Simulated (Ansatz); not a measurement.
Crystal: HPbNO4.

```
H Pb N O
1.0
     3.85404    0.14384    0.09012
    -0.25320    5.52698    0.16471
    -0.48197   -1.92720    5.72025
H Pb N O
1 1 1 4
Direct
  0.10913 0.65718 0.54463
  0.61029 0.52127 0.15100
  0.91580 0.96263 0.95867
  0.01384 0.13639 0.88084
  0.72398 0.01057 0.12858
  0.00389 0.73732 0.87043
  0.11927 0.59324 0.37651
```

The cell was built by a generator and needn't be a form met in nature.

Base run:

* Program: Ansatz 0.2.0
* Functional: LDA
* Potentials or basis: Ansatz PAW
* Cutoff: 420 eV
* Density cutoff: 1680 eV
* k mesh: 7 × 5 × 5
* Occupations: fermi-dirac, width 0.05 eV
* Spin: no spin polarisation

Its results: band gap on the k mesh 3.12 eV, indirect (least direct gap 3.20 eV); pressure -4.7 GPa; largest force 1.087 eV/Å.

Problem. The run is repeated on the same cell with these changes: functional from LDA to r2SCAN; cutoff from 420 eV to 500 eV; density cutoff from 1680 eV to 2000 eV. What comes out?

Solution. Band gap on the k mesh 3.50 eV, indirect (least direct gap 3.59 eV); pressure -2.5 GPa; largest force 0.684 eV/Å.

r2SCAN gives the wider gap, since meta-GGAs in the generalised Kohn-Sham scheme recover part of the derivative discontinuity.

Caveats: spin-orbit coupling is left out, which as a rule narrows the gap of such compounds by several tenths of an eV; the PAW data sets come from PBE, with cores solved anew for the run's functional, which leaves a small shift of forces and pressure; forces of over 1 eV/Å show positions far from the minimum, so gaps and moduli don't describe the material at rest (some runs).

Not every run made on this cell is shown here.
